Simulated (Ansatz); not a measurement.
# BiTe (Fm-3m) in Ansatz: a series of runs

The runs below take BiTe through single point, equation of state, with LDA.

Program: Ansatz 0.2.0. These are calculated values, not measurements. Logs are shortened: lines on timing, memory, paths and dates and some standing lists are left out, and cuts for length are marked.

## (1) The crystal as given

The structure is cubic, space group Fm-3m (No. 225). Conventional cell: a = 6.470 Å, b = 6.470 Å, c = 6.470 Å, α = 90.00°, β = 90.00°, γ = 90.00°. Bi (site symmetry m-3m) has 6 Te at 3.23 Å as nearest neighbours. Around Te (site symmetry m-3m) lie 6 Bi at 3.23 Å.

## (2) Single point, LDA, 31.82 Å³/atom (volume scaled by 0.94)

Contents of input.yaml:

```yaml
crystal:
  lattice:
    - [0.0, 3.1689610617, 3.1689610617]
    - [3.1689610617, 0.0, 3.1689610617]
    - [3.1689610617, 3.1689610617, 0.0]
  atoms:
    - { symbol: Bi, position: [0.0, 0.0, 0.0] }
    - { symbol: Te, position: [0.5, 0.5, 0.5] }
kpoints:
  mp_grid: { grid: [7, 7, 7] }
scf:
  occupations: { method: fermi_dirac, width: 0.05 }
hamiltonian:
  xc: lda
  pseudopotentials: { kind: all_electron, lapw: { basis_error: 0.001 } }
output:
  forces: true
  stress: true
  eigenvalues: true
```

Potentials or basis: all-electron LAPW, scalar-relativistic.

Launch:

```console
> ansatz run input.yaml --threads 1 --pin off --max-ram 3072MiB --backend cpu --events-out ev --progress --plain --runs-dir out
```

Standard output:

```text
Warning: RAYON_NUM_THREADS=1 ignored (pool sized by the plan → 1); use --threads N
LAPW: plane waves up to 7.010 Å⁻¹, error target 1.0e-3 eV per atom; small_component_spin mean_spin; Te in spheres of 1.554 Å, 24 of its electrons in bands, Dirac shells []; Bi in spheres of 1.615 Å, 37 of its electrons in bands, Dirac shells [] (how accurate: hamiltonian.pseudopotentials.lapw.basis_error, Limitations)
Engine: ansatz 0.2.0, aarch64-unknown-linux-gnu
Pseudopotentials: kind: all_electron
Pseudopotential: Bi, LAPW, valence charge 37, lapw/all_electron/scalar/gaussian/Bi, Koelling and Harmon's equation, gaussian nucleus
Pseudopotential: Te, LAPW, valence charge 24, lapw/all_electron/scalar/gaussian/Te, Koelling and Harmon's equation, gaussian nucleus
Functional definition: SPW92
  exchange = slater_x
  correlation = pw_c
Crystal: 2 atoms, lattice volume = 63.647 Å³
Basis set: ecut = 187.24032750080355 eV, 339 PW (Γ), exchange–correlation at level 2
Bands: 37, of which v1, the nominal top of the filled ones, is band 31 counted from 1 (30 counted from 0)
Symmetry: 48 space group operations
Space group: Fm-3m (ITA 225), of the structure as read, at distance tolerance 4.0e-5 Å
k-points: 20 of 343
Non-local potential: Bi, projectors of the file, none
Non-local potential: Te, projectors of the file, none
Initial density: superposition of atomic densities (chi_scale 0.1, normalization cell, long waves kept (reshape's long-wave potential 0.00 eV rms))
Initial wavefunctions: plane waves of lowest kinetic energy (no species holds an atomic orbital)
Functional: x = slater, c = lda
iter 1 solved again at ethr=1.53e-4 eV; its pass at ethr=1.00e-1 eV (dr2=9.36e-2 eV) is discarded
SCF iter   1: F=—  HF=-770127.449574 eV  |F-HF|=—  |Δ(HF+E_count)|=         —  Δρ=9.47e-3  dr2=9.36e-2  ethr=1.53e-4  ⟨swp⟩=3.0  Hψ=4704  notcnv=0
preconditioner: auto → LDOS  [metal: Δε(μ)=0.040 eV  Ē_g=11.232 eV  σ=0.050 eV  W_gap=0.20  n_scr=14 (ndim 8)  ℏωp=15.4 eV  f_vac=0.070  D(μ)=2.88/eV (n_scr^D=26)  β→1.0]
SCF iter   2: F=—  HF=-770127.428612 eV  |F-HF|=—  |Δ(HF+E_count)|=   2.10e-2  Δρ=3.10e-3  dr2=1.44e-2  ethr=1.53e-4  ⟨swp⟩=2.0  Hψ=2177  notcnv=0
iter 3 solved again at ethr=2.22e-6 eV; its pass at ethr=2.35e-5 eV (dr2=1.35e-3 eV) is discarded
SCF iter   3: F=—  HF=-770127.426928 eV  |F-HF|=—  |Δ(HF+E_count)|=   1.68e-3  Δρ=9.51e-4  dr2=1.35e-3  ethr=2.22e-6  ⟨swp⟩=2.0  Hψ=3697  notcnv=0
SCF iter   4: F=—  HF=-770127.422379 eV  |F-HF|=—  |Δ(HF+E_count)|=   4.55e-3  Δρ=4.15e-4  dr2=2.01e-4  ethr=2.22e-6  ⟨swp⟩=2.0  Hψ=2177  notcnv=0
SCF iter   5: F=—  HF=-770127.422176 eV  |F-HF|=—  |Δ(HF+E_count)|=   2.03e-4  Δρ=1.12e-4  dr2=1.38e-5  ethr=3.29e-7  ⟨swp⟩=2.0  Hψ=2177  notcnv=0
SCF iter   6: F=—  HF=-770127.422159 eV  |F-HF|=—  |Δ(HF+E_count)|=   1.69e-5  Δρ=5.03e-5  dr2=2.50e-6  ethr=2.27e-8  ⟨swp⟩=2.0  Hψ=2177  notcnv=0
SCF iter   7: F=—  HF=-770127.422159 eV  |F-HF|=—  |Δ(HF+E_count)|=   2.22e-7  Δρ=1.67e-5  dr2=3.24e-7  ethr=4.09e-9  ⟨swp⟩=2.0  Hψ=2177  notcnv=0
SCF iter   8: F=-770127.422159 eV  HF=-770127.422159 eV  |F-HF|=6.98e-10  |Δ(HF+E_count)|=   8.34e-8  Δρ=3.58e-6  dr2=9.82e-9  ethr=5.31e-10  ⟨swp⟩=2.0  Hψ=2177  notcnv=0
SCF 1 converged in 8 iterations: F = -770127.422159 eV  dr2 = 9.82e-9
the search or the solves at the SCF's close seem to have found levels that the self-consistency loop had missed (the run counts 1). By its estimate they hold under 1e-12 electrons; where the run keeps them, the occupations were computed again with them
SCF converged after 8 iterations
Free energy (F): -770127.422159 eV
Harris-Foulkes:  -770127.422159 eV  (|F-HF|=6.98e-10)
Internal energy: -770127.400267 eV  (E = F + TS)
E sigma→0 (E₀):  -770127.411213 eV
Entropy (-TS):   -0.021892 eV (-10.946 meV/atom)
Fermi energy:    13.572932 eV
--- Per-component energies (eV) ---
  E_band       = -3760.076177
  E_kinetic    = 872522.825789
  E_xc         = -15129.631014
  E_electrostatic = -1627520.595042  (all electrons and nuclei)
  E_smearing   = -0.021892  (= −TS)
  E_closure    = 0.000000  (closes the sum)
  E_atoms      = -770118.933441  (free atoms, spherical and without spin; not in F)
  Σ components = -770127.422159   (vs F -770127.422159, Δ=0.00e0)
  Basis errors (estimates in eV, not in F): energy 3.3e-4 per atom: plane waves 3.2e-4 (1.7e-4 summed), levels above the bands 2.7e-57, relativity 7.1e-9, radial functions 1.2e-5, core shells 6.5e-9; eigenvalues (radial functions only) 3.5e-6; not estimated: angular momenta, meshes, grids; target (lapw.basis_error) 1.0e-3; muffin-tin radii Te 1.554 Å, Bi 1.615 Å
--- Forces (eV/Å), atoms counted from 1 ---
  atom   1  Bi    -0.00000000     0.00000000    -0.00000000
  atom   2  Te     0.00000000    -0.00000000    -0.00000000
  max |Σ_I F_I| component: 5.72e-30 eV/Å
--- Stress (GPa, compression-positive) ---
        0.521122       0.000000       0.000000
        0.000000       0.521122      -0.000000
        0.000000      -0.000000       0.521122
  P = ⅓ Tr σ = 0.5211 GPa (5.211 kbar)
--- Band table (eV; the first three rows and the last of 20) ---
  k-point 0: bands = ["-145.8759", "-140.0102", "-135.2519", "-135.2503", "-135.2503", "-135.2503", "-135.2490", "-135.2490", "-135.2490", "-96.0937", "-96.0937", "-96.0937", "-78.1275", "-78.1275", "-78.1275", "-23.6895", "-23.6895", "-23.6848", "-23.6848", "-23.6848", "-9.5227", "-9.5227", "-9.5116", "-9.5116", "-9.5116", "-0.4655", "5.5357", "10.8530", "10.8530", "10.8530", "15.7888", "15.7888", "15.7888", "18.1891", "18.1891", "18.1891", "19.8857"]
  k-point 1: bands = ["-145.8759", "-140.0102", "-135.2519", "-135.2503", "-135.2503", "-135.2503", "-135.2490", "-135.2490", "-135.2490", "-96.0937", "-96.0937", "-96.0937", "-78.1275", "-78.1275", "-78.1275", "-23.6894", "-23.6894", "-23.6848", "-23.6847", "-23.6847", "-9.5239", "-9.5239", "-9.5112", "-9.5102", "-9.5102", "-0.2692", "5.0145", "10.9168", "10.9168", "11.0770", "14.9711", "15.0854", "15.0854", "17.9860", "18.5712", "18.5712", "21.0595"]
  k-point 2: bands = ["-145.8759", "-140.0102", "-135.2519", "-135.2503", "-135.2503", "-135.2503", "-135.2490", "-135.2490", "-135.2490", "-96.0937", "-96.0937", "-96.0937", "-78.1275", "-78.1275", "-78.1275", "-23.6893", "-23.6893", "-23.6847", "-23.6845", "-23.6845", "-9.5270", "-9.5270", "-9.5104", "-9.5066", "-9.5066", "0.3094", "3.8238", "11.1280", "11.1280", "11.4774", "13.7290", "13.8886", "13.8886", "18.5598", "19.6473", "19.6473", "23.1082"]
  k-point 19: bands = ["-145.8759", "-140.0102", "-135.2519", "-135.2503", "-135.2503", "-135.2503", "-135.2490", "-135.2490", "-135.2490", "-96.0937", "-96.0937", "-96.0937", "-78.1275", "-78.1275", "-78.1275", "-23.6896", "-23.6890", "-23.6846", "-23.6843", "-23.6837", "-9.5373", "-9.5237", "-9.5090", "-9.5053", "-9.4986", "2.0141", "2.4409", "8.0965", "8.7339", "11.5004", "13.6588", "16.9643", "17.8680", "18.1913", "19.3778", "22.9091", "23.3078"]
```

Wall time 8 s (1 thread of Arm Neoverse V2, shared host); peak memory 0.28 GiB.

What came out:

| Item | Value |
| --- | --- |
| Free energy | -770127.4222 eV |
| Pressure | 0.5 GPa |
| Band gap on the k mesh | none (metal or under the smearing width) |

Caveat: spin-orbit coupling is left out, which moves the levels of the heavy elements.

## (3) Single point, LDA, 32.50 Å³/atom (volume scaled by 0.96)

input.yaml, as its differences from that of step 2:

```diff
@@ -2,5 +2,5 @@
   lattice:
-    - [0.0, 3.1689610617, 3.1689610617]
-    - [3.1689610617, 0.0, 3.1689610617]
-    - [3.1689610617, 3.1689610617, 0.0]
+    - [0.0, 3.1912784242, 3.1912784242]
+    - [3.1912784242, 0.0, 3.1912784242]
+    - [3.1912784242, 3.1912784242, 0.0]
   atoms:
```

Potentials or basis: all-electron LAPW, scalar-relativistic.

Launch:

```console
> ansatz run input.yaml --threads 1 --pin off --max-ram 3072MiB --backend cpu --events-out ev --progress --plain --runs-dir out
```

It took 7.5 s on 1 thread of Arm Neoverse V2, shared host; peak memory 0.28 GiB.

It converged, with:

- Free energy: -770127.4215 eV
- Pressure: -0.7 GPa
- Band gap on the k mesh: none (metal or under the smearing width)

Caveat: spin-orbit coupling is left out, which moves the levels of the heavy elements.

## (4) Single point, LDA, 33.18 Å³/atom (volume scaled by 0.98)

input.yaml, as its differences from that of step 3:

```diff
@@ -2,5 +2,5 @@
   lattice:
-    - [0.0, 3.1912784242, 3.1912784242]
-    - [3.1912784242, 0.0, 3.1912784242]
-    - [3.1912784242, 3.1912784242, 0.0]
+    - [0.0, 3.2132879364, 3.2132879364]
+    - [3.2132879364, 0.0, 3.2132879364]
+    - [3.2132879364, 3.2132879364, 0.0]
   atoms:
```

Launch:

```console
> ansatz run input.yaml --threads 1 --pin off --max-ram 3072MiB --backend cpu --events-out ev --progress --plain --runs-dir out
```

It took 7.5 s on 1 thread of Arm Neoverse V2, shared host; peak memory 0.27 GiB.

It converged, with:

```
Free energy            : -770127.4114 eV
Pressure               : -1.7 GPa
Band gap on the k mesh : none (metal or under the smearing width)
```

Caveat: spin-orbit coupling is left out, which moves the levels of the heavy elements.

## (5) Single point, LDA, 33.86 Å³/atom

input.yaml, as its differences from that of step 4:

```diff
@@ -2,5 +2,5 @@
   lattice:
-    - [0.0, 3.2132879364, 3.2132879364]
-    - [3.2132879364, 0.0, 3.2132879364]
-    - [3.2132879364, 3.2132879364, 0.0]
+    - [0.0, 3.235, 3.235]
+    - [3.235, 0.0, 3.235]
+    - [3.235, 3.235, 0.0]
   atoms:
```

Launch:

```console
> ansatz run input.yaml --threads 1 --pin off --max-ram 3072MiB --backend cpu --events-out ev --progress --plain --runs-dir out
```

It took 7.2 s on 1 thread of Arm Neoverse V2, shared host; peak memory 0.28 GiB.

It converged, with:

| Property | Result |
| --- | --- |
| Free energy | -770127.3930 eV |
| Pressure | -2.6 GPa |
| Band gap on the k mesh | none (metal or under the smearing width) |

Caveat: spin-orbit coupling is left out, which moves the levels of the heavy elements.

## (6) Single point, LDA, 34.53 Å³/atom (volume scaled by 1.02)

input.yaml, as its differences from that of step 5:

```diff
@@ -2,5 +2,5 @@
   lattice:
-    - [0.0, 3.235, 3.235]
-    - [3.235, 0.0, 3.235]
-    - [3.235, 3.235, 0.0]
+    - [0.0, 3.2564244654, 3.2564244654]
+    - [3.2564244654, 0.0, 3.2564244654]
+    - [3.2564244654, 3.2564244654, 0.0]
   atoms:
```

Potentials or basis: all-electron LAPW, scalar-relativistic.

Launch:

```console
> ansatz run input.yaml --threads 1 --pin off --max-ram 3072MiB --backend cpu --events-out ev --progress --plain --runs-dir out
```

Run time: 7.4 s. Hardware: 1 thread of Arm Neoverse V2, shared host; peak memory 0.27 GiB.

It converged, with:

| Property | Result |
| --- | --- |
| Free energy | -770127.3671 eV |
| Pressure | -3.5 GPa |
| Band gap on the k mesh | none (metal or under the smearing width) |

Caveat: spin-orbit coupling is left out, which moves the levels of the heavy elements.

## (7) Single point, LDA, 35.21 Å³/atom (volume scaled by 1.04)

input.yaml, as its differences from that of step 6:

```diff
@@ -2,5 +2,5 @@
   lattice:
-    - [0.0, 3.2564244654, 3.2564244654]
-    - [3.2564244654, 0.0, 3.2564244654]
-    - [3.2564244654, 3.2564244654, 0.0]
+    - [0.0, 3.2775706714, 3.2775706714]
+    - [3.2775706714, 0.0, 3.2775706714]
+    - [3.2775706714, 3.2775706714, 0.0]
   atoms:
```

Launch:

```console
> ansatz run input.yaml --threads 1 --pin off --max-ram 3072MiB --backend cpu --events-out ev --progress --plain --runs-dir out
```

It took 7.5 s on 1 thread of Arm Neoverse V2, shared host; peak memory 0.28 GiB.

Results (log left out):

| Quantity | Value |
| --- | --- |
| Free energy | -770127.3345 eV |
| Pressure | -4.2 GPa |
| Band gap on the k mesh | none (metal or under the smearing width) |

Caveat: spin-orbit coupling is left out, which moves the levels of the heavy elements.

## (8) Single point, LDA, 35.89 Å³/atom (volume scaled by 1.06)

input.yaml, as its differences from that of step 7:

```diff
@@ -2,5 +2,5 @@
   lattice:
-    - [0.0, 3.2775706714, 3.2775706714]
-    - [3.2775706714, 0.0, 3.2775706714]
-    - [3.2775706714, 3.2775706714, 0.0]
+    - [0.0, 3.2984474805, 3.2984474805]
+    - [3.2984474805, 0.0, 3.2984474805]
+    - [3.2984474805, 3.2984474805, 0.0]
   atoms:
```

Launch:

```console
> ansatz run input.yaml --threads 1 --pin off --max-ram 3072MiB --backend cpu --events-out ev --progress --plain --runs-dir out
```

It took 7.4 s on 1 thread of Arm Neoverse V2, shared host; peak memory 0.28 GiB.

It converged, with:

```
Free energy            : -770127.2960 eV
Pressure               : -4.9 GPa
Band gap on the k mesh : none (metal or under the smearing width)
```

Caveat: spin-orbit coupling is left out, which moves the levels of the heavy elements.

## (9) Equation of state, LDA

Potentials or basis: all-electron LAPW, scalar-relativistic.

No new run: the results of the series are fitted here.

What came out:

| Property | Result |
| --- | --- |
| Equilibrium volume | 32.11 Å³/atom |
| Bulk modulus | 56 GPa |
| Pressure derivative of the bulk modulus | 4.5 |

Energy against volume, from the lowest point:
```
volume (Å³/atom)  energy (meV/atom)
          31.824               0.00
          32.501               0.34
          33.178               5.37
          33.855              14.59
          34.532              27.55
          35.209              43.82
          35.886              63.07
```

Caveat: spin-orbit coupling is left out, which moves the levels of the heavy elements.
